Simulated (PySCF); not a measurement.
# A diatomic session: MgCd

The task here is to estimate one member of a computed series from the others.

The runs use PySCF 2.14.0; Mg def2-SVPD, Cd def2-SVPD with ECP28, scalar-relativistic core potentials.

Set-up of the first run:

A driver script around PySCF takes these settings:

```yaml
atoms: Mg, Cd
charge: 0
basis: Mg def2-SVPD, Cd def2-SVPD with ECP28
Hamiltonian: scalar-relativistic core potentials
basis_functions: 55
electrons_treated: 32
masses_in_u: 23.9850, 113.9034
levels: PBE0, PBE, r²SCAN, PBEsol, r²SCANh, TPSSh, HSE06, HF, MP2, SCS-MP2, CCSD, CCSD(T)
grid: 80 radial by 434 angular points
occupations: held fixed by the projection of orbital angular momentum
dissociation_limit: Mg + Cd, each in its ground configuration
starting_distance_in_angstrom: 2.755
values_of_2S_to_try: 0, 2
```

Run with:

```console
> OMP_NUM_THREADS=1 python dia.py task.json out
```

Steps of the session up to this table: The job; First curve: PBE0; Excited determinants; PBE; r²SCAN (meta-GGA); PBEsol (GGA); r²SCANh (hybrid meta-GGA); TPSSh (hybrid meta-GGA); HSE06; RHF; MP2 and coupled cluster.

One table of the session follows, with a row left open; its other results are not shown here.

It belongs to the step «Constants by level of theory». 

```
      level  Re (Å)  ωe (cm⁻¹)  De (eV)
    RHF-MP2   3.856       41.0    0.058
RHF-SCS-MP2   4.169       29.6    0.034
RHF-CCSD(T)   4.045       32.0    0.039
        PBE   3.452       72.2    0.109
     PBEsol   3.321       86.7    0.160
     r²SCAN   3.390       77.5    0.103
      TPSSh   3.521       62.3    0.076
    r²SCANh       ?          ?        ?
       PBE0   3.559       63.0    0.083
      HSE06   3.513       67.4    0.096
```

Q: Estimate the row for r²SCANh from the others.

**Answer.** Re (Å): 3.436; ωe (cm⁻¹): 72.7; De (eV): 0.092. In the column «Re (Å)» it lies between r²SCAN (3.390) and PBE (3.452).

De is counted to Mg + Cd in their ground configurations. No constants: RHF (no minimum is bracketed among the points kept); RHF-CCSD (no minimum is bracketed among the points kept).

Caveats from the session: The bond is weak, and basis-set superposition, which was not computed, may be a sizeable part of it.
